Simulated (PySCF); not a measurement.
# A diatomic session: CsPb

One table from this session's results is given with a row withheld; the runs are named, their logs left out.

Program: PySCF 2.14.0. Level of theory: Cs def2-SVP with ECP46, Pb def2-SVP with ECP60, scalar-relativistic core potentials. These are calculated values, not measurements.

1 further run of the same task is left out (it didn't finish).

Set-up of the first run:

Settings of the job:

| Quantity | Value |
| --- | --- |
| atoms | Cs, Pb |
| charge | 0 |
| basis | Cs def2-SVP with ECP46, Pb def2-SVP with ECP60 |
| Hamiltonian | scalar-relativistic core potentials |
| basis functions | 50 |
| electrons treated | 31 |
| masses in u | 132.9054, 207.9766 |
| levels | PBE0, PBE, r²SCAN, BP86, TPSS, HF, MP2, SCS-MP2, CCSD, CCSD(T) |
| grid | 80 radial by 434 angular points |
| occupations | held fixed by the projection of orbital angular momentum |
| dissociation limit | Cs + Pb, each in its ground configuration |
| starting distance in angstrom | 3.600 |
| values of 2S to try | 1, 3 |

Run with:

```console
$ OMP_NUM_THREADS=1 python dia.py task.json out
```

Among the steps run: Input; PBE0 along the bond; Higher solutions at PBE0; PBE; r²SCAN; BP86; TPSS; UHF (mean field); Correlated methods on the Hartree–Fock reference.

One of the session's tables, all rows but one given; the rest of the session is left out.

It belongs to the step «The curves together». Energy (eV) from each level's lowest point:

| R (Å) | UHF | UHF-MP2 | UHF-SCS-MP2 | UHF-CCSD | UHF-CCSD(T) |
| --- | --- | --- | --- | --- | --- |
| 3.130 | 0.563 | 0.448 | 0.466 | n/a | n/a |
| 3.275 | 0.292 | 0.209 | 0.221 | 0.218 | 0.214 |
| 3.421 | ? | ? | ? | ? | ? |
| 3.530 | 0.055 | 0.022 | 0.025 | 0.024 | 0.023 |
| 3.639 | 0.015 | 0.000 | 0.001 | 0.000 | 0.000 |
| 3.748 | 0.000 | 0.002 | 0.000 | 0.000 | 0.000 |
| 3.894 | 0.009 | 0.031 | 0.026 | 0.026 | 0.027 |
| 4.076 | 0.053 | 0.095 | 0.088 | 0.088 | 0.090 |
| 4.294 | 0.137 | 0.198 | 0.188 | 0.188 | 0.190 |
| 4.585 | 0.275 | 0.354 | 0.341 | n/a | n/a |

**Question.** Estimate the row for R (Å) = 3.421.

Worked estimate for «UHF». A straight line through the neighbours (3.275, 0.292) and (3.530, 0.055) gives 0.292 + (0.055 − 0.292) × (3.421 − 3.275) / (3.530 − 3.275) = 0.156; a parabola fitted to 4 rows on both sides gives 0.122.

As computed: UHF: 0.128; UHF-MP2: 0.074; UHF-SCS-MP2: 0.081; UHF-CCSD: 0.079; UHF-CCSD(T): 0.077. In «UHF» the line misses by +0.028 and the parabola by -0.006.
